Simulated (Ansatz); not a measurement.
# MnS (Fm-3m) in Ansatz: settings compared

Aim: see how the results for MnS move with the level of theory and the settings. Levels: PBEsol+U, PBE+U. Tasks: single point.

Program: Ansatz 0.2.0. These are calculated values, not measurements. Logs are shortened: lines on timing, memory, paths and dates and some standing lists are left out, and cuts for length are marked.

### Step 1. The cell of the first run

It takes space group Fm-3m (No. 225, cubic). Conventional cell: a = 5.224 Å, b = 5.224 Å, c = 5.224 Å, α = 90.00°, β = 90.00°, γ = 90.00°. Around Mn (site symmetry m-3m) lie 6 S at 2.61 Å. S (site symmetry m-3m) is surrounded by 6 Mn at 2.61 Å.

### Step 2. Single point, PBEsol+U, collinear spin, antiferromagnetic start (another cell of the same crystal, with 4 atoms)

File input.yaml:

```yaml
crystal:
  lattice:
    - [0.0, 2.61224989, 2.61224989]
    - [2.61224989, 0.0, 2.61224989]
    - [5.22449978, 5.22449978, 0.0]
  atoms:
    - { symbol: Mn, position: [0.0, 0.0, 0.0], spin: 4.0 }
    - { symbol: Mn, position: [0.0, 0.0, 0.5], spin: -4.0 }
    - { symbol: S, position: [0.5, 0.5, 0.25] }
    - { symbol: S, position: [0.5, 0.5, 0.75] }
hamiltonian:
  xc: pbesol
  pseudopotentials: { kind: paw }
  hubbard: { sites: [{ species: Mn, l: d, u_eff: 2.0 }] }
magnetization:
  spin_polarized: true
kpoints:
  mp_grid: { grid: [6, 6, 6] }
scf:
  occupations: { method: gaussian, width: 0.05 }
output:
  forces: true
  stress: true
  eigenvalues: true
```

Potentials or basis: Ansatz PAW.

Run with:

```sh
$ ansatz run input.yaml --threads 2 --pin off --max-ram 5632MiB --backend cpu --events-out ev --progress --plain --runs-dir out
```

Standard output:

```text
Warning: RAYON_NUM_THREADS=2 ignored (pool sized by the plan → 2); use --threads N
Mn: projections on atomic orbitals take those of the free atom [Ne] 3s2 3p6 3d5 4s2, of charge +0.00 (hamiltonian.pseudopotentials.projection_atoms); the dataset's partial waves leave at most 9.0e-7 of an orbital's norm unspanned inside its sphere
S: projections on atomic orbitals take those of the free atom [Ne] 3s2 3p4, of charge +0.00 (hamiltonian.pseudopotentials.projection_atoms); the dataset's partial waves leave at most 1.6e-7 of an orbital's norm unspanned inside its sphere
Engine: ansatz 0.2.0, x86_64-unknown-linux-gnu
Pseudopotentials: kind: paw
Pseudopotential: Mn, paw, valence charge 15, recommended cutoff 420 eV (normal), Mn.paw.azcp
Pseudopotential: S, paw, valence charge 6, recommended cutoff 420 eV (normal), S.paw.azcp
Functional definition: PBEsol
  exchange = pbesol_x
  correlation = pbesol_c
Crystal: 4 atoms, lattice volume = 71.302 Å³
Basis set: ecut = 420 eV, 1425 PW (Γ), exchange–correlation on 50×50×100 points (8 copies of the dense FFT grid, shifted against one another)
Bands: 30, of which v1, the nominal top of the filled ones, is band 21 counted from 1 (20 counted from 0)
Symmetry: 12 space group operations
Space group: R-3m (ITA 166), of the structure as read, at distance tolerance 4.1e-5 Å
Magnetic group: BNS 166.102 (UNI 1332), of the structure as read, at distance tolerance 4.1e-5 Å
k-points: 32 of 216
Non-local potential: Mn, projectors of the file, l = 0: 3, l = 1: 2, l = 2: 3, l = 3: 1
Non-local potential: S, projectors of the file, l = 0: 2, l = 1: 2, l = 2: 2
PAW form: soft (Blöchl's): semilocal exchange-correlation on the pseudo side does not see the compensation charge
PAW frozen core: Mn, regenerated for the run's functional, and the local potential with it (the file was generated under x = pbe(κ = 0.804, μ = 0.2195149727645171), c = pbe(β = 0.06672455060314922))
PAW frozen core: S, regenerated for the run's functional, and the local potential with it (the file was generated under x = pbe(κ = 0.804, μ = 0.2195149727645171), c = pbe(β = 0.06672455060314922))
PAW one-centre angular grid: Mn, 590 points (default); XC on 64 Gauss nodes
PAW one-centre angular grid: S, 110 points (default); XC on 64 Gauss nodes
Initial density: superposition of atomic densities (chi_scale 0.1, normalization cell, long waves kept (reshape's long-wave potential 0.00 eV rms))
Starting moments: Σ|m| = 8 μB on 2 of 4 sites
Starting magnetic order: antiferromagnet; a translation exchanges its spin sublattices: spin-degenerate at every k-point
Initial wavefunctions: pseudopotential atomic-orbital guess
Functional: x = pbesol(κ = 0.804, μ = 0.12345679012345678), c = pbesol(β = 0.046)
SCF iter   1: F=—  HF=-9508.580129 eV  |F-HF|=—  |Δ(HF+E_count)|=         —  Δρ=6.29e-2 (↑6.29e-2 ↓6.29e-2)  dr2=8.31e0  dr2_m=5.89e-1  M=0.000 μB ∫|m|=8.409 μB  β_m=1.00  ethr=3.10e-3  ⟨swp⟩=4.2  Hψ=3534  notcnv=0
preconditioner: auto → Resta (q_TF=auto, 2.498 Å⁻¹)  ε∞=8.9  [insulator: Δε(μ)=0.099 eV  Ē_g=7.981 eV  σ=0.050 eV  W_gap=0.64  n_scr=22 (ndim 8)  ℏωp=22.4 eV  f_vac=0.000  D(μ)=0.81/eV (n_scr^D=2)  ε∞_Penn≈8.9]
spin=Collinear: Resta preconditioning applied to the charge; magnetization (m = ρ↑ − ρ↓) channel mixes plain (no charge-response kernel on spin).
SCF iter   2: F=—  HF=-9507.613122 eV  |F-HF|=—  |Δ(HF+E_count)|=   9.67e-1  Δρ=2.33e-2 (↑2.33e-2 ↓2.33e-2)  dr2=4.39e-1  dr2_m=2.48e-1  M=0.000 μB ∫|m|=8.990 μB  β_m=1.00  ethr=3.10e-3  ⟨swp⟩=3.0  Hψ=2157  notcnv=0  defer=96
SCF iter   3: F=—  HF=-9507.675323 eV  |F-HF|=—  |Δ(HF+E_count)|=   6.22e-2  Δρ=7.89e-3 (↑7.89e-3 ↓7.89e-3)  dr2=1.13e-1  dr2_m=9.20e-3  M=0.000 μB ∫|m|=9.126 μB  β_m=1.00  ethr=1.05e-3  ⟨swp⟩=2.5  Hψ=1416  notcnv=0  defer=94
SCF iter   4: F=—  HF=-9507.878623 eV  |F-HF|=—  |Δ(HF+E_count)|=   2.03e-1  Δρ=2.87e-3 (↑2.87e-3 ↓2.87e-3)  dr2=1.82e-2  dr2_m=8.64e-4  M=0.000 μB ∫|m|=9.196 μB  β_m=0.30  ethr=2.69e-4  ⟨swp⟩=3.0  Hψ=1668  notcnv=0  defer=94
Mixer restart at iter 4: flushing history
spin-set hold released at iteration 4 (site moments contracting): the magnetisation degrees of freedom join the quasi-Newton model from the next iteration; the mixer history was flushed
SCF iter   5: F=—  HF=-9507.991349 eV  |F-HF|=—  |Δ(HF+E_count)|=   1.13e-1  Δρ=2.13e-3 (↑2.13e-3 ↓2.13e-3)  dr2=9.10e-3  dr2_m=7.92e-4  M=0.000 μB ∫|m|=9.207 μB  β_m=0.65  ethr=4.33e-5  ⟨swp⟩=2.0  Hψ=1093  notcnv=0  defer=91
SCF iter   6: F=—  HF=-9508.101188 eV  |F-HF|=—  |Δ(HF+E_count)|=   1.10e-1  Δρ=6.38e-4 (↑6.38e-4 ↓6.38e-4)  dr2=1.08e-4  dr2_m=2.32e-4  M=0.000 μB ∫|m|=9.235 μB  β_m=0.82  ethr=2.17e-5  ⟨swp⟩=2.0  Hψ=1771  notcnv=0  defer=91
SCF iter   7: F=—  HF=-9508.101357 eV  |F-HF|=—  |Δ(HF+E_count)|=   1.69e-4  Δρ=1.80e-4 (↑1.80e-4 ↓1.80e-4)  dr2=4.12e-5  dr2_m=6.02e-6  M=0.000 μB ∫|m|=9.235 μB  β_m=0.91  ethr=2.58e-7  ⟨swp⟩=2.1  Hψ=1759  notcnv=0  defer=86
SCF iter   8: F=—  HF=-9508.101368 eV  |F-HF|=—  |Δ(HF+E_count)|=   1.07e-5  Δρ=1.34e-4 (↑1.34e-4 ↓1.34e-4)  dr2=3.06e-5  dr2_m=1.74e-6  M=0.000 μB ∫|m|=9.236 μB  β_m=0.70  ethr=9.80e-8  ⟨swp⟩=2.0  Hψ=1519  notcnv=0  defer=86
SCF iter   9: F=—  HF=-9508.101358 eV  |F-HF|=—  |Δ(HF+E_count)|=   9.58e-6  Δρ=1.60e-5 (↑1.60e-5 ↓1.60e-5)  dr2=6.69e-7  dr2_m=1.30e-8  M=0.000 μB ∫|m|=9.236 μB  β_m=0.85  ethr=7.29e-8  ⟨swp⟩=2.0  Hψ=1385  notcnv=0  defer=86
SCF iter  10: F=-9508.101359 eV  HF=-9508.101359 eV  |F-HF|=1.51e-8  |Δ(HF+E_count)|=   5.46e-7  Δρ=7.19e-6 (↑7.19e-6 ↓7.19e-6)  dr2=9.53e-8  dr2_m=4.97e-9  M=0.000 μB ∫|m|=9.236 μB  ethr=2.38e-10  ⟨swp⟩=9.5  Hψ=4715  notcnv=0
SCF 1 converged in 10 iterations: F = -9508.101359 eV  dr2 = 9.53e-8
SCF converged after 10 iterations
Magnetization: 0.0000 μB (21.0000 up, 21.0000 down)
Absolute magnetization: 9.2385 μB (∫|ρ↑−ρ↓|, with the PAW one-centre terms)
Spin contamination: 4.8495 ħ² per cell (⟨S²⟩ above its minimum at these occupations)
Per-site moments (μB) at R_I (Å): [(4.314782959609115, 1.0775530796250001), (-4.314782959609115, 1.0775530796250001), (2.1253994028236895e-16, 1.0775530796250001), (-2.523686388546037e-16, 1.0775530796250001)]
Free energy (F): -9508.101359 eV
Harris-Foulkes:  -9508.101359 eV  (|F-HF|=1.51e-8)
Internal energy: -9508.101359 eV  (E = F + TS)
E sigma→0 (E₀):  -9508.101359 eV
Fermi energy:    10.281809 eV
--- Per-component energies (eV) ---
  E_band       = -611.865709
  E_kinetic    = 810.105481
  E_local      = -4927.277435  (includes V_loc(G=0)·N_el)
  E_nonlocal   = 565.904583
  E_hartree    = 2015.791246
  E_xc         = -411.563141
  E_vxc        = -456.375788  (∫ρ·V_xc dr)
  E_hubbard    = 0.795698  (on-site DFT+U / exact-exchange correction)
  E_vhub       = -9.122311  (the Hubbard potential's part of the band-sum identity)
  E_paw        = -3723.515285  (= ΣΔE_a)
  E_vpaw       = -626.696442  (= ΣTr[D̂ρ^β])
  E_aug_tail   = -0.000016  (compensation charges beyond the density's cutoff)
  E_ewald      = -3838.805689
  E_core_change = 0.463199  (= ΣΔE_core)
  E_smearing   = -0.000000  (= −TS)
  E_closure    = 0.000000  (closes the sum)
  Σ components = -9508.101359   (vs F -9508.101359, Δ=0.00e0)
--- Forces (eV/Å), atoms counted from 1 ---
  atom   1  Mn    -0.00000000     0.00000000     0.00000000
  atom   2  Mn     0.00000000    -0.00000000     0.00000000
  atom   3  S     -0.00000000    -0.00000000     0.00000000
  atom   4  S      0.00000000     0.00000000    -0.00000000
  max |Σ_I F_I| component: 9.15e-29 eV/Å
--- Stress (GPa, compression-positive) ---
       -4.113053      -0.223712       0.223712
       -0.223712      -4.113053       0.223712
        0.223712       0.223712      -4.113053
  P = ⅓ Tr σ = -4.1131 GPa (-41.131 kbar)
--- Band table (eV; the first three rows and the last of 64) ---
  k-point 0 ↑: bands = ["-71.6952", "-66.9609", "-40.5689", "-40.5642", "-40.5642", "-35.9129", "-35.9129", "-35.9091", "-4.1740", "-2.8361", "3.3003", "4.9991", "4.9991", "5.8625", "5.8625", "6.1864", "8.3808", "8.3808", "8.4695", "8.4695", "8.4744", "11.7478", "11.7478", "11.7985", "12.1824", "12.8316", "12.8316", "13.0548", "15.7472", "15.7472"]
  k-point 1 ↑: bands = ["-71.6952", "-66.9609", "-40.5689", "-40.5642", "-40.5642", "-35.9129", "-35.9129", "-35.9090", "-4.1044", "-2.9558", "3.5360", "5.0169", "5.0169", "5.8645", "5.8645", "6.1542", "7.9801", "7.9801", "7.9945", "8.8971", "8.8971", "11.7299", "11.7299", "11.7642", "12.6189", "12.7295", "12.7295", "13.2976", "16.0222", "16.0222"]
  k-point 2 ↑: bands = ["-71.6952", "-66.9609", "-40.5688", "-40.5642", "-40.5642", "-35.9129", "-35.9129", "-35.9091", "-3.9047", "-3.2505", "4.1379", "5.0542", "5.0542", "5.8689", "5.8689", "5.9982", "7.1572", "7.6602", "7.6602", "9.2771", "9.2771", "11.6335", "11.6856", "11.6856", "12.5492", "12.5492", "13.4840", "13.8426", "16.7283", "16.7283"]
  k-point 31 ↓: bands = ["-71.6948", "-66.9605", "-40.5684", "-40.5684", "-40.5680", "-35.9186", "-35.9186", "-35.9078", "-2.6783", "-2.6782", "4.2141", "4.3216", "4.6488", "5.0650", "5.3547", "5.7886", "6.2337", "6.6343", "6.8213", "8.0528", "8.4640", "11.6643", "11.9968", "12.2166", "12.2362", "12.5734", "14.4055", "14.4124", "16.3483", "16.7145"]
Occupation matrices written to <dir>
```

It took 3 s on 2 threads of Intel Xeon 6975P-C (Granite Rapids), shared host; peak memory 0.53 GiB.

The run converged, but a check on its numbers failed (symmetry, net force, bounds or a known fault of this set-up), so they aren't taken as properties of the crystal.

Caveat: the magnetic or orbital state may not be the lowest; the result breaks the symmetry of the cell; the PAW data sets come from PBE, with cores solved anew for the run's functional, which leaves a small shift of forces and pressure.

### Step 3. Single point, PBE+U, collinear spin, antiferromagnetic start (another cell of the same crystal, with 4 atoms)

File input.yaml:

```yaml
crystal:
  lattice:
    - [2.61224989, 2.61224989, 5.22449978]
    - [2.61224989, -2.61224989, 0.0]
    - [2.61224989, 2.61224989, 0.0]
  atoms:
    - { symbol: Mn, position: [0.0, 0.0, 0.0], spin: 4.0 }
    - { symbol: Mn, position: [0.5, 0.5, 0.0], spin: -4.0 }
    - { symbol: S, position: [0.5, 0.0, 0.5] }
    - { symbol: S, position: [0.0, 0.5, 0.5] }
hamiltonian:
  xc: pbe
  pseudopotentials: { kind: paw }
  hubbard: { sites: [{ species: Mn, l: d, u_eff: 3.0 }] }
magnetization:
  spin_polarized: true
kpoints:
  mp_grid: { grid: [6, 6, 6] }
scf:
  occupations: { method: gaussian, width: 0.05 }
output:
  forces: true
  stress: true
  eigenvalues: true
```

Potentials or basis: Ansatz PAW.

Run with:

```sh
$ ansatz run input.yaml --threads 2 --pin off --max-ram 5632MiB --backend cpu --events-out ev --progress --plain --runs-dir out
```

Wall time 4.8 s (2 threads of Intel Xeon 6975P-C (Granite Rapids), shared host); peak memory 0.54 GiB.

Results (log left out):

```yaml
Free_energy: -9602.5414 eV
Pressure: 2.4 GPa
Band_gap_on_the_k_mesh: 0.79 eV
Net_moment: 0.00 μB per cell
Absolute_moment: 9.65 μB per cell
Site_moments: Mn +4.45, -4.45; S -0.04, +0.04 μB
```

Levels at points of the mesh, in eV from the valence-band top:
Spin up:
| k point | band 18 | band 19 | band 20 | band 21 | band 22 | band 23 | band 24 | band 25 |
| --- | --- | --- | --- | --- | --- | --- | --- | --- |
| (0.00, 0.00, 0.00) | -3.05 | -1.46 | -1.46 | -1.46 | 1.07 | 1.17 | 1.72 | 2.23 |
| (0.00, 0.00, -0.50) | -2.69 | -2.49 | -0.21 | 0.00 | 2.73 | 2.77 | 2.86 | 3.10 |
| (0.00, -0.50, 0.00) | -3.37 | -2.82 | -2.59 | -0.11 | 2.14 | 2.40 | 2.66 | 2.74 |
| (0.00, -0.50, -0.50) | -3.86 | -3.51 | -3.51 | -2.77 | 2.09 | 2.33 | 2.33 | 2.57 |
| (-0.50, 0.00, 0.00) | -2.52 | -2.33 | -1.95 | -1.95 | 1.07 | 1.72 | 2.41 | 2.73 |
| (-0.50, -0.50, -0.50) | -3.10 | -3.04 | -3.04 | -2.99 | 0.79 | 1.61 | 1.61 | 2.10 |
Spin down:
| k point | band 18 | band 19 | band 20 | band 21 | band 22 | band 23 | band 24 | band 25 |
| --- | --- | --- | --- | --- | --- | --- | --- | --- |
| (0.00, 0.00, 0.00) | -3.05 | -1.46 | -1.46 | -1.46 | 1.07 | 1.17 | 1.72 | 2.23 |
| (0.00, 0.00, -0.50) | -2.69 | -2.49 | -0.21 | 0.00 | 2.73 | 2.77 | 2.86 | 3.10 |
| (0.00, -0.50, 0.00) | -3.37 | -2.82 | -2.59 | -0.11 | 2.14 | 2.40 | 2.66 | 2.74 |
| (0.00, -0.50, -0.50) | -3.86 | -3.51 | -3.51 | -2.77 | 2.09 | 2.33 | 2.33 | 2.56 |
| (-0.50, 0.00, 0.00) | -2.52 | -2.33 | -1.95 | -1.95 | 1.07 | 1.72 | 2.41 | 2.73 |
| (-0.50, -0.50, -0.50) | -3.10 | -3.04 | -3.04 | -2.99 | 0.79 | 1.61 | 1.61 | 2.10 |

Eigenvalues of the final occupation matrices:
| site | spin | trace | eigenvalues |
| --- | --- | --- | --- |
| site 1 | 1 | 4.97 | 0.99 0.99 1.00 1.00 1.00 |
| site 1 | 2 | 0.31 | 0.03 0.03 0.03 0.11 0.12 |
| site 2 | 1 | 0.31 | 0.03 0.03 0.03 0.11 0.12 |
| site 2 | 2 | 4.97 | 0.99 0.99 1.00 1.00 1.00 |

Caveat: the magnetic or orbital state may not be the lowest. The state reached can hang on the start; a lower one may exist.

[end of part 1 of 2]
